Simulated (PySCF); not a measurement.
**C2HAlCl2 (AlCl2(CCH)): HF/def2-TZVP (density fitting)**

Aim: the vertical ionisation energy of C2HAlCl2 (AlCl2(CCH)) at HF/def2-TZVP (density fitting), from 2 runs. Input form: a Python script.

Program for the calculation: PySCF 2.14.0.

2 further runs of the same task are left out: 2 set aside as unsound or not needed.

## 1. The molecule

C2HAlCl2 has 6 atoms, charge 0, and is taken as a singlet. SMILES: `C#[C][Al]([Cl])[Cl]`. The shape comes from GFN2-xTB, which is rough for such elements, and wasn't checked as a minimum.

Bond lengths: Al1–Cl2 2.026 Å, Al1–Cl3 2.027 Å, Al1–C4 1.938 Å, C4–C5 1.209 Å, C5–H6 1.055 Å. Angles: Cl2–Al1–Cl3 122.0°, Cl2–Al1–C4 119.0°, Cl3–Al1–C4 118.9°, Al1–C4–C5 179.9°, C4–C5–H6 179.9°.

## 2. The energy at HF/def2-TZVP (density fitting)

run.py reads:

```python
from pyscf import gto, scf
from pyscf import df

system = gto.M(
    atom='''
Al     1.147196     1.999859     0.018293
Cl     4.975120     1.947438     0.099078
Cl    -0.839605     5.275359    -0.038645
C     -0.674065    -1.176562    -0.007275
C     -1.809375    -3.158016    -0.026248
H     -2.799251    -4.888079    -0.045202
''',
    unit='bohr',
    basis='def2-tzvp',
    spin=0,
    max_memory=1860,
    verbose=3,
)

calc0 = scf.RHF(system)
calc0 = calc0.density_fit(auxbasis=df.aug_etb(system, beta=2.0))
calc0.conv_tol = 1e-10
calc0.kernel()
if not calc0.converged:
    calc0 = calc0.newton().run(calc0.mo_coeff, calc0.mo_occ)

etot = calc0.e_tot
print('Final energy', etot)
```

The run is started by

```bash
$ OMP_NUM_THREADS=1 python run.py
```

Output:

```text
converged SCF energy = -1237.40550709192
Final energy -1237.405507091915
```

Wall time 8.7 s (1 thread of Arm Neoverse V1, shared host); peak memory 0.37 GiB.

## 3. The doublet cation at the same level

run.py, as its differences from that of step 2:

```diff
@@ -1,2 +1,2 @@
-from pyscf import gto, scf
+from pyscf import gto
 from pyscf import df
@@ -13,5 +13,6 @@
     unit='bohr',
+    max_memory=1860,
+    spin=1,
+    charge=1,
     basis='def2-tzvp',
-    spin=0,
-    max_memory=1860,
     verbose=3,
@@ -19,3 +20,3 @@
 
-calc0 = scf.RHF(system)
+calc0 = system.UHF()
 calc0 = calc0.density_fit(auxbasis=df.aug_etb(system, beta=2.0))
@@ -27,2 +28,2 @@
 etot = calc0.e_tot
-print('Final energy', etot)
+print(f'total energy: {etot:.8f} hartree')
```

The run is started by

```bash
$ OMP_NUM_THREADS=1 python run.py
```

Output:

```text
converged SCF energy = -1237.05749845347  <S^2> = 0.75691202  2S+1 = 2.0069001
total energy: -1237.05749845 hartree
```

Run time: 26 s. Hardware: 1 thread of Arm Neoverse V1, shared host; peak memory 0.39 GiB.

## 4. Outcome

Level: HF/def2-TZVP (density fitting).

| quantity | value |
| --- | --- |
| singlet C2HAlCl2: total energy | -1237.40551 Eh |
| singlet C2HAlCl2: dipole moment | 1.27 D |
| singlet C2HAlCl2: HOMO energy | -11.15 eV |
| singlet C2HAlCl2: LUMO energy | 1.51 eV |
| singlet C2HAlCl2: HOMO–LUMO gap | 12.67 eV |
| doublet cation: total energy | -1237.05750 Eh |
| doublet cation: HOMO energy (highest over α and β) | -16.90 eV |
| doublet cation: LUMO energy (lowest over α and β) | -8.01 eV |
| doublet cation: ⟨S²⟩ | 0.757 |
| vertical ionisation energy (to the doublet cation) | 9.470 eV |

**Reading.** Removing an electron at fixed nuclei costs 9.47 eV (218 kcal/mol). The negative HOMO energy of the first species, 11.15 eV, lies 1.68 eV above that difference.
